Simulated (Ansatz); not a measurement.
**GeH₂S + H₂S: a complex and its separated parts**

The complex below is one end of an elementary step. How strongly is it bound against its free parts?

Computed with Ansatz 0.2.0, Gaussian basis. Level: PBE0-D4/def2-TZVP structures, single points in def2-TZVPP, no counterpoise correction.

Levels: SPW92, PBE-D4, BLYP-D4, r2SCAN-D4, B97M-V, PBE0-D4, B3LYP-D4, r2SCAN0-D4, BHLYP-D4, CAM-B3LYP-D4, wB97X-V, wB97M-V, B2PLYP, PBE-QIDH, RPA on PBE, Hartree-Fock, MP2, CCSD, CCSD(T).

Correlated methods freeze the cores. Filled d shells of the heavier atoms are correlated. B3LYP uses VWN-RPA correlation. B2PLYP carries no dispersion term here.

57 further runs of the same task are left out: 1 that didn't finish, 56 set aside as unsound or not needed.

## 1. The system as given

The complex: 7 atoms, charge 0, spin multiplicity 1.

Atoms are counted from 1 here; the program's logs count them from 0.

Bond lengths: Ge1–S3 2.046 Å, Ge1–H5 1.545 Å, Ge1–H6 1.545 Å, S2–H4 1.345 Å, S2–H7 1.345 Å. Angles: S3–Ge1–H5 124.2°, S3–Ge1–H6 124.2°, H5–Ge1–H6 109.0°, H4–S2–H7 91.9°.

Coordinates:

```mol
GeH4S2
  3D, bonds by distance, orders not assigned

  7  5  0  0  0  0  0  0  0  0999 V2000
   -1.0794    0.1479    0.2192 Ge  0  0
    1.5261   -0.5172    0.3401 S   0  0
   -1.2660    1.0526   -1.6068 S   0  0
    1.8270    0.7160   -0.1039 H   0  0
   -0.9581    0.9100    1.5576 H   0  0
   -1.4779   -1.3166    0.5077 H   0  0
    1.4281   -0.9927   -0.9140 H   0  0
  1  3  8  0
  1  5  8  0
  1  6  8  0
  2  4  8  0
  2  7  8  0
M  END
```

Its parts: GeH₂S holds atoms 1, 3, 5, 6; H₂S holds atoms 2, 4, 7. Each part counts its atoms afresh in its own runs.

## 2. Relaxing GeH₂S alone

The input, relax-a/in.yaml:

```yaml
crystal:
  periodic: [false, false, false]
  atoms:
    - {symbol: Ge, position_ang: [-1.079359, 0.147897, 0.219186]}
    - {symbol: S, position_ang: [-1.265959, 1.052613, -1.606845]}
    - {symbol: H, position_ang: [-0.958100, 0.909995, 1.557633]}
    - {symbol: H, position_ang: [-1.477901, -1.316563, 0.507713]}
basis:
  gaussian: {orbitals: def2-TZVP}
hamiltonian: {xc: pbe0, dispersion: d4}
relax: {f_tol: 0.005, max_steps: 200}
```

The run is started by

```sh
> ansatz run in.yaml --threads 4 --pin off --events-out ev --progress --plain --max-ram 9574MiB
```

The program printed, cut to the lines that bear on the results:

```text
Functional definition: PBE0
  name "PBE0"
  cite "Adamo & Barone, J. Chem. Phys. 110, 6158 (1999) doi:10.1063/1.478522"
  cite "Perdew, Burke & Ernzerhof, Phys. Rev. Lett. 77, 3865 (1996) doi:10.1103/PhysRevLett.77.3865"
  parent pbe
[...]
760 factors; their error is unknown
[...]
mean field -67375.27585132 eV, -2475.9957189337 hartree, gradient 3.4e-5 eV, S^2 0.000000; 0 other end points of the search recorded, 0 dependent functions left out
[...]
reference -67375.27587361 eV, -2475.9957197528 hartree; 25, 25 occupied and 72, 72 virtual orbitals, 760 factors
[...]
760 factors; their error is unknown
mean field -67375.33989016 eV, -2475.9980723179 hartree, gradient 1.5e-5 eV, S^2 0.000000; 1 other end points of the search recorded, 0 dependent functions left out
[...]
reference -67375.33991206 eV, -2475.9980731226 hartree; 25, 25 occupied and 72, 72 virtual orbitals, 760 factors
Total energy: -67375.39829296 eV, -2476.0002185810 hartree
Atom 0 at    -1.194049     0.168628     0.232105 Å, force     0.000001    -0.000136     0.000287 eV/Å
Atom 1 at    -1.231300     1.037450    -1.591908 Å, force    -0.000008     0.000212    -0.000447 eV/Å
Atom 2 at    -0.915748     0.917214     1.548436 Å, force    -0.000028    -0.000172     0.000018 eV/Å
Atom 3 at    -1.440222    -1.329350     0.489054 Å, force     0.000034     0.000095     0.000143 eV/Å
Dipole moment:     0.011529    -0.268891     0.564511 e Å
```

Run time: 4.3 s. Hardware: 4 threads of Arm Neoverse V1, shared host.

Step by step:

| step | energy from step 1 (eV) | largest force component (eV/Å) |
| --- | --- | --- |
| 1 | 0.0000 | 0.7364 |
| 2 | -0.0548 | 0.2693 |
| 3 | -0.0640 | 0.0480 |
| 4 | -0.0642 | 0.0110 |
| 5 | -0.0642 | 0.0004 |

Close pairs (by a distance rule), those that changed most:

| bond | before (Å) | after (Å) | change (Å) |
| --- | --- | --- | --- |
| Ge1–S2 | 2.046 | 2.021 | -0.026 |
| Ge1–H3 | 1.545 | 1.540 | -0.005 |
| Ge1–H4 | 1.545 | 1.540 | -0.005 |

## 3. Relaxing H₂S alone

The input, relax-b/in.yaml:

```yaml
crystal:
  periodic: [false, false, false]
  atoms:
    - {symbol: S, position_ang: [1.526139, -0.517203, 0.340084]}
    - {symbol: H, position_ang: [1.827033, 0.715980, -0.103866]}
    - {symbol: H, position_ang: [1.428145, -0.992720, -0.914004]}
basis:
  gaussian: {orbitals: def2-TZVP}
hamiltonian: {xc: pbe0, dispersion: d4}
relax: {f_tol: 0.005, max_steps: 200}
```

The run is started by

```sh
> ansatz run in.yaml --threads 4 --pin off --events-out ev --progress --plain --max-ram 9574MiB
```

The program printed, cut to the lines that bear on the results:

```text
[... 5 set-up lines as earlier in the session ...]
[...]
359 factors; their error is unknown
[...]
mean field -10864.45002769 eV, -399.2611743288 hartree, gradient 4.9e-5 eV, S^2 0.000000; 0 other end points of the search recorded, 0 dependent functions left out
[...]
reference -10864.45047940 eV, -399.2611909290 hartree; 9, 9 occupied and 40, 40 virtual orbitals, 359 factors
Total energy: -10864.46265891 eV, -399.2616385177 hartree
Atom 0 at     1.526575    -0.515576     0.336409 Å, force    -0.000229    -0.000855     0.001943 eV/Å
Atom 1 at     1.827020     0.716044    -0.101619 Å, force     0.000554     0.002308    -0.000074 eV/Å
Atom 2 at     1.427722    -0.994411    -0.912577 Å, force    -0.000324    -0.001452    -0.001869 eV/Å
Dipole moment:     0.026255     0.098042    -0.219715 e Å
```

Wall time 0.65 s (4 threads of Arm Neoverse V1, shared host).

Relaxation path:

| step | energy from step 1 (eV) | largest force component (eV/Å) |
| --- | --- | --- |
| 1 | 0.0000 | 0.1427 |
| 2 | -0.0004 | 0.0429 |
| 3 | -0.0004 | 0.0023 |

Close pairs (by a distance rule), those that changed most:

| bond | before (Å) | after (Å) | change (Å) |
| --- | --- | --- | --- |
| S1–H3 | 1.345 | 1.341 | -0.004 |
| S1–H2 | 1.345 | 1.341 | -0.003 |

## 4. SPW92/def2-TZVPP

The input, parta/in.yaml:

```yaml
crystal:
  periodic: [false, false, false]
  atoms:
    - {symbol: Ge, position_ang: [-1.194049, 0.168628, 0.232105]}
    - {symbol: S, position_ang: [-1.231300, 1.037450, -1.591908]}
    - {symbol: H, position_ang: [-0.915748, 0.917214, 1.548436]}
    - {symbol: H, position_ang: [-1.440222, -1.329350, 0.489054]}
basis:
  gaussian: {orbitals: def2-TZVPP}
hamiltonian: {xc: lda}
```

The input, partb/in.yaml:

```yaml
crystal:
  periodic: [false, false, false]
  atoms:
    - {symbol: S, position_ang: [1.526575, -0.515576, 0.336409]}
    - {symbol: H, position_ang: [1.827020, 0.716044, -0.101619]}
    - {symbol: H, position_ang: [1.427722, -0.994411, -0.912577]}
basis:
  gaussian: {orbitals: def2-TZVPP}
hamiltonian: {xc: lda}
```

One command serves all of them, each in its own folder.

The run is started by

```sh
> ansatz run in.yaml --threads 4 --pin off --events-out ev --progress --plain --max-ram 9574MiB
```

Log of parta, cut to the lines that bear on the results:

```text
Functional definition: SPW92
  name "SPW92"
  cite "Dirac, Proc. Camb. Phil. Soc. 26, 376 (1930) doi:10.1017/S0305004100016108"
  cite "Slater, Phys. Rev. 81, 385 (1951) doi:10.1103/PhysRev.81.385"
  cite "Perdew & Wang, Phys. Rev. B 45, 13244 (1992) doi:10.1103/PhysRevB.45.13244"
[...]
760 factors; their error is unknown
[...]
mean field -67262.63862628 eV, -2471.8563772618 hartree, gradient 4.2e-5 eV, S^2 0.000000; 0 other end points of the search recorded, 0 dependent functions left out
reference -67262.63865332 eV, -2471.8563782555 hartree; 25, 25 occupied and 93, 93 virtual orbitals, 760 factors
Total energy: -67262.63865332 eV, -2471.8563782555 hartree
```

Output in partb, cut to the lines that bear on the results:

```text
[... 5 set-up lines as earlier in the session ...]
[...]
402 factors; their error is unknown
[...]
mean field -10830.30341463 eV, -398.0063094443 hartree, gradient 1.5e-5 eV, S^2 0.000000; 0 other end points of the search recorded, 0 dependent functions left out
reference -10830.30343547 eV, -398.0063102102 hartree; 9, 9 occupied and 61, 61 virtual orbitals, 402 factors
Total energy: -10830.30343547 eV, -398.0063102102 hartree
```

They took 0.4 s (parta), 0.15 s (partb) on 4 threads of Arm Neoverse V1, shared host.

## 5. PBE-D4/def2-TZVPP

Each input of step 4 (parta, partb) changes in the same lines:

```diff
-hamiltonian: {xc: lda}
+hamiltonian: {xc: pbe, dispersion: d4}
```

Each run has its own folder and the same command.

The run is started by

```sh
> ansatz run in.yaml --threads 4 --pin off --events-out ev --progress --plain --max-ram 9574MiB
```

parta printed, cut to the lines that bear on the results:

```text
Functional definition: PBE
  name "PBE"
[... 2 set-up lines as earlier in the session ...]
[...]
760 factors; their error is unknown
[...]
mean field -67373.07248013 eV, -2475.9147465360 hartree, gradient 3.3e-5 eV, S^2 0.000000; 0 other end points of the search recorded, 0 dependent functions left out
reference -67373.07250900 eV, -2475.9147475971 hartree; 25, 25 occupied and 93, 93 virtual orbitals, 760 factors
Total energy: -67373.14214254 eV, -2475.9173065822 hartree
```

partb printed, cut to the lines that bear on the results:

```text
[... 4 set-up lines as earlier in the session ...]
[...]
402 factors; their error is unknown
[...]
mean field -10863.54265885 eV, -399.2278291390 hartree, gradient 3.3e-5 eV, S^2 0.000000; 0 other end points of the search recorded, 0 dependent functions left out
reference -10863.54268110 eV, -399.2278299567 hartree; 9, 9 occupied and 61, 61 virtual orbitals, 402 factors
Total energy: -10863.55771789 eV, -399.2283825485 hartree
```

They took 0.55 s (parta), 0.2 s (partb) on 4 threads of Arm Neoverse V1, shared host.

## 6. BLYP-D4/def2-TZVPP

The same edit goes into each in.yaml of step 5 (parta, partb):

```diff
-hamiltonian: {xc: pbe, dispersion: d4}
+hamiltonian: {xc: {name: BLYP}, dispersion: d4}
```

One command serves all of them, each in its own folder.

The run is started by

```sh
> ansatz run in.yaml --threads 4 --pin off --events-out ev --progress --plain --max-ram 9574MiB
```

parta printed, cut to the lines that bear on the results:

```text
Functional definition: BLYP
  name "BLYP"
  cite "Becke, Phys. Rev. A 38, 3098 (1988) doi:10.1103/PhysRevA.38.3098"
  cite "Lee, Yang & Parr, Phys. Rev. B 37, 785 (1988) doi:10.1103/PhysRevB.37.785"
[...]
760 factors; their error is unknown
[...]
mean field -67387.86463906 eV, -2476.4583483501 hartree, gradient 4.4e-5 eV, S^2 0.000000; 0 other end points of the search recorded, 0 dependent functions left out
reference -67387.86490297 eV, -2476.4583580488 hartree; 25, 25 occupied and 93, 93 virtual orbitals, 760 factors
Total energy: -67388.01621967 eV, -2476.4639188348 hartree
```

partb printed, cut to the lines that bear on the results:

```text
[... 4 set-up lines as earlier in the session ...]
[...]
402 factors; their error is unknown
[...]
mean field -10868.21002505 eV, -399.3993516832 hartree, gradient 2.3e-5 eV, S^2 0.000000; 0 other end points of the search recorded, 0 dependent functions left out
reference -10868.21023891 eV, -399.3993595423 hartree; 9, 9 occupied and 61, 61 virtual orbitals, 402 factors
Total energy: -10868.24593104 eV, -399.4006712041 hartree
```

They took 0.5 s (parta), 0.2 s (partb) on 4 threads of Arm Neoverse V1, shared host.

## 7. r2SCAN-D4/def2-TZVPP

Each input of step 6 (parta, partb) changes in the same lines:

```diff
-hamiltonian: {xc: {name: BLYP}, dispersion: d4}
+hamiltonian: {xc: r2scan, dispersion: d4}
```

Each run has its own folder and the same command.

The run is started by

```sh
> ansatz run in.yaml --threads 4 --pin off --events-out ev --progress --plain --max-ram 9574MiB
```

Output in parta, cut to the lines that bear on the results:

```text
Functional definition: r2SCAN
  name "r2SCAN"
  cite "Furness, Kaplan, Ning, Perdew & Sun, J. Phys. Chem. Lett. 11, 8208 (2020) doi:10.1021/acs.jpclett.0c02405"
  cite "Furness, Kaplan, Ning, Perdew & Sun, J. Phys. Chem. Lett. 11, 9248 (2020) doi:10.1021/acs.jpclett.0c03077"
  parent r2scan
[...]
760 factors; their error is unknown
[...]
mean field -67385.30652211 eV, -2476.3643392864 hartree, gradient 2.3e-5 eV, S^2 0.000000; 0 other end points of the search recorded, 0 dependent functions left out
reference -67385.30653037 eV, -2476.3643395900 hartree; 25, 25 occupied and 93, 93 virtual orbitals, 760 factors
Total energy: -67385.32089832 eV, -2476.3648676023 hartree
```

Log of partb, cut to the lines that bear on the results:

```text
[... 5 set-up lines as earlier in the session ...]
[...]
402 factors; their error is unknown
[...]
mean field -10867.52471164 eV, -399.3741668801 hartree, gradient 2.2e-5 eV, S^2 0.000000; 0 other end points of the search recorded, 0 dependent functions left out
reference -10867.52471834 eV, -399.3741671261 hartree; 9, 9 occupied and 61, 61 virtual orbitals, 402 factors
Total energy: -10867.52806661 eV, -399.3742901727 hartree
```

Wall times: 1.5 s (parta), 0.55 s (partb) on 4 threads of Arm Neoverse V1, shared host.

## 8. B97M-V/def2-TZVPP

Each input of step 7 (parta, partb) changes in the same lines:

```diff
-hamiltonian: {xc: r2scan, dispersion: d4}
+hamiltonian: {xc: {name: B97M-V}}
```

The same command starts each run, in its folder.

The run is started by

```sh
> ansatz run in.yaml --threads 4 --pin off --events-out ev --progress --plain --max-ram 9574MiB
```

Output in parta, cut to the lines that bear on the results:

```text
Functional definition: B97M-V
  name "B97M-V"
  cite "Mardirossian & Head-Gordon, J. Chem. Phys. 142, 074111 (2015) doi:10.1063/1.4907719"
  cite "Becke, J. Chem. Phys. 107, 8554 (1997) doi:10.1063/1.475007"
  cite "Vydrov & Van Voorhis, J. Chem. Phys. 133, 244103 (2010) doi:10.1063/1.3521275"
  # Of w^i u^j: cxij and so on, Table III.
[...]
  gx(w, u) = cx00 + cx01*u + cx02*u^2 + (cx10 + cx11*u)*w
[...]
  gos(w, u) = cos00 + cos01*u + cos03*u^3 + cos10*w + cos32*w^3*u^2
[...]
      + integral(e_c_pw_mod_opposite_spin*gos(b97_w_opposite, b97_u_opposite)) + vv10(b, c)
760 factors; their error is unknown
[...]
mean field -67373.08238337 eV, -2475.9151104734 hartree, gradient 1.5e-5 eV, S^2 0.000000; 0 other end points of the search recorded, 0 dependent functions left out
reference -67373.08242649 eV, -2475.9151120580 hartree; 25, 25 occupied and 93, 93 virtual orbitals, 760 factors
Total energy: -67373.08242649 eV, -2475.9151120580 hartree
```

Log of partb, cut to the lines that bear on the results:

```text
[... 5 set-up lines as earlier in the session ...]
  # Of w^i u^j: cxij and so on, Table III.
[...]
  gx(w, u) = cx00 + cx01*u + cx02*u^2 + (cx10 + cx11*u)*w
[...]
  gos(w, u) = cos00 + cos01*u + cos03*u^3 + cos10*w + cos32*w^3*u^2
[...]
      + integral(e_c_pw_mod_opposite_spin*gos(b97_w_opposite, b97_u_opposite)) + vv10(b, c)
402 factors; their error is unknown
[...]
mean field -10865.55703676 eV, -399.3018561618 hartree, gradient 2.2e-5 eV, S^2 0.000000; 0 other end points of the search recorded, 0 dependent functions left out
reference -10865.55707141 eV, -399.3018574352 hartree; 9, 9 occupied and 61, 61 virtual orbitals, 402 factors
Total energy: -10865.55707141 eV, -399.3018574352 hartree
```

Times: 2.2 s (parta), 0.7 s (partb) on 4 threads of Arm Neoverse V1, shared host.

## 9. PBE0-D4/def2-TZVPP

The same edit goes into each in.yaml of step 8 (parta, partb):

```diff
-hamiltonian: {xc: {name: B97M-V}}
+hamiltonian: {xc: pbe0, dispersion: d4}
+output: {orbitals: {seedname: orbitals}}
```

Each run has its own folder and the same command.

The run is started by

```sh
> ansatz run in.yaml --threads 4 --pin off --events-out ev --progress --plain --max-ram 9574MiB
```

Log of parta, cut to the lines that bear on the results:

```text
[... 5 set-up lines as earlier in the session ...]
[...]
834 factors; their error is unknown
[...]
mean field -67375.35301962 eV, -2475.9985548167 hartree, gradient 4.9e-5 eV, S^2 0.000000; 0 other end points of the search recorded, 0 dependent functions left out
reference -67375.35304151 eV, -2475.9985556208 hartree; 25, 25 occupied and 93, 93 virtual orbitals, 834 factors
Total energy: -67375.41142240 eV, -2476.0007010792 hartree
```

partb printed, cut to the lines that bear on the results:

```text
[... 5 set-up lines as earlier in the session ...]
[...]
433 factors; their error is unknown
[...]
mean field -10864.48423577 eV, -399.2624314527 hartree, gradient 4.8e-6 eV, S^2 0.000000; 0 other end points of the search recorded, 0 dependent functions left out
reference -10864.48425239 eV, -399.2624320634 hartree; 9, 9 occupied and 61, 61 virtual orbitals, 433 factors
Total energy: -10864.49643190 eV, -399.2628796522 hartree
```

Wall times: 0.72 s (parta), 0.25 s (partb) on 4 threads of Arm Neoverse V1, shared host.

## 10. B3LYP-D4/def2-TZVPP

Each input of step 9 (parta, partb) changes in the same lines:

```diff
-hamiltonian: {xc: pbe0, dispersion: d4}
-output: {orbitals: {seedname: orbitals}}
+hamiltonian: {xc: {name: B3LYP}, dispersion: d4}
```

Each run has its own folder and the same command.

The run is started by

```sh
> ansatz run in.yaml --threads 4 --pin off --events-out ev --progress --plain --max-ram 9574MiB
```

parta printed, cut to the lines that bear on the results:

```text
Functional definition: B3LYP
  name "B3LYP"
  cite "Stephens, Devlin, Chabalowski & Frisch, J. Phys. Chem. 98, 11623 (1994) doi:10.1021/j100096a001"
[... 2 set-up lines as earlier in the session ...]
  cite "Vosko, Wilk & Nusair, Can. J. Phys. 58, 1200 (1980) doi:10.1139/p80-159"
[...]
803 factors; their error is unknown
[...]
mean field -67388.13377620 eV, -2476.4682389577 hartree, gradient 3.9e-5 eV, S^2 0.000000; 0 other end points of the search recorded, 0 dependent functions left out
reference -67388.13397487 eV, -2476.4682462588 hartree; 25, 25 occupied and 93, 93 virtual orbitals, 803 factors
Total energy: -67388.24920987 eV, -2476.4724810670 hartree
```

Output in partb, cut to the lines that bear on the results:

```text
[... 6 set-up lines as earlier in the session ...]
[...]
414 factors; their error is unknown
[...]
mean field -10868.95565389 eV, -399.4267530379 hartree, gradient 4.0e-6 eV, S^2 0.000000; 0 other end points of the search recorded, 0 dependent functions left out
reference -10868.95581161 eV, -399.4267588339 hartree; 9, 9 occupied and 61, 61 virtual orbitals, 414 factors
Total energy: -10868.98024682 eV, -399.4276568114 hartree
```

Wall times: 0.75 s (parta), 0.2 s (partb) on 4 threads of Arm Neoverse V1, shared host.

## 11. r2SCAN0-D4/def2-TZVPP

Each input of step 10 (parta, partb) changes in the same lines:

```diff
-hamiltonian: {xc: {name: B3LYP}, dispersion: d4}
+hamiltonian: {xc: {name: r2SCAN0}, dispersion: d4}
```

One command serves all of them, each in its own folder.

The run is started by

```sh
> ansatz run in.yaml --threads 4 --pin off --events-out ev --progress --plain --max-ram 9574MiB
```

parta printed, cut to the lines that bear on the results:

```text
Functional definition: r2SCAN0
  name "r2SCAN0"
  cite "Bursch, Neugebauer, Ehlert & Grimme, J. Chem. Phys. 156, 134105 (2022) doi:10.1063/5.0086040"
[... 3 set-up lines as earlier in the session ...]
[...]
834 factors; their error is unknown
[...]
mean field -67384.60266583 eV, -2476.3384730451 hartree, gradient 4.2e-5 eV, S^2 0.000000; 0 other end points of the search recorded, 0 dependent functions left out
reference -67384.60267241 eV, -2476.3384732871 hartree; 25, 25 occupied and 93, 93 virtual orbitals, 834 factors
Total energy: -67384.62052746 eV, -2476.3391294478 hartree
```

partb printed, cut to the lines that bear on the results:

```text
[... 6 set-up lines as earlier in the session ...]
[...]
433 factors; their error is unknown
[...]
mean field -10867.41047717 eV, -399.3699688408 hartree, gradient 1.2e-5 eV, S^2 0.000000; 0 other end points of the search recorded, 0 dependent functions left out
reference -10867.41048252 eV, -399.3699690371 hartree; 9, 9 occupied and 61, 61 virtual orbitals, 433 factors
Total energy: -10867.41434056 eV, -399.3701108177 hartree
```

Wall times: 1.5 s (parta), 0.55 s (partb) on 4 threads of Arm Neoverse V1, shared host.

## 12. BHLYP-D4/def2-TZVPP

Each input of step 11 (parta, partb) changes in the same lines:

```diff
-hamiltonian: {xc: {name: r2SCAN0}, dispersion: d4}
+hamiltonian: {xc: {name: BHLYP}, dispersion: d4}
```

The same command starts each run, in its folder.

The run is started by

```sh
> ansatz run in.yaml --threads 4 --pin off --events-out ev --progress --plain --max-ram 9574MiB
```

Output in parta, cut to the lines that bear on the results:

```text
Functional definition: BHLYP
  name "BHLYP"
  cite "Becke, J. Chem. Phys. 98, 1372 (1993) doi:10.1063/1.464304"
[... 2 set-up lines as earlier in the session ...]
[...]
913 factors; their error is unknown
[...]
mean field -67385.64517902 eV, -2476.3767846983 hartree, gradient 7.3e-5 eV, S^2 0.000000; 0 other end points of the search recorded, 0 dependent functions left out
reference -67385.64531468 eV, -2476.3767896835 hartree; 25, 25 occupied and 93, 93 virtual orbitals, 913 factors
Total energy: -67385.74907122 eV, -2476.3806026662 hartree
```

partb printed, cut to the lines that bear on the results:

```text
[... 5 set-up lines as earlier in the session ...]
[...]
453 factors; their error is unknown
[...]
mean field -10868.25165148 eV, -399.4008814265 hartree, gradient 1.3e-5 eV, S^2 0.000000; 0 other end points of the search recorded, 0 dependent functions left out
reference -10868.25175818 eV, -399.4008853476 hartree; 9, 9 occupied and 61, 61 virtual orbitals, 453 factors
Total energy: -10868.26808532 eV, -399.4014853588 hartree
```

They took 0.75 s (parta), 0.25 s (partb) on 4 threads of Arm Neoverse V1, shared host.

(Part 1 of 2 ends here.)
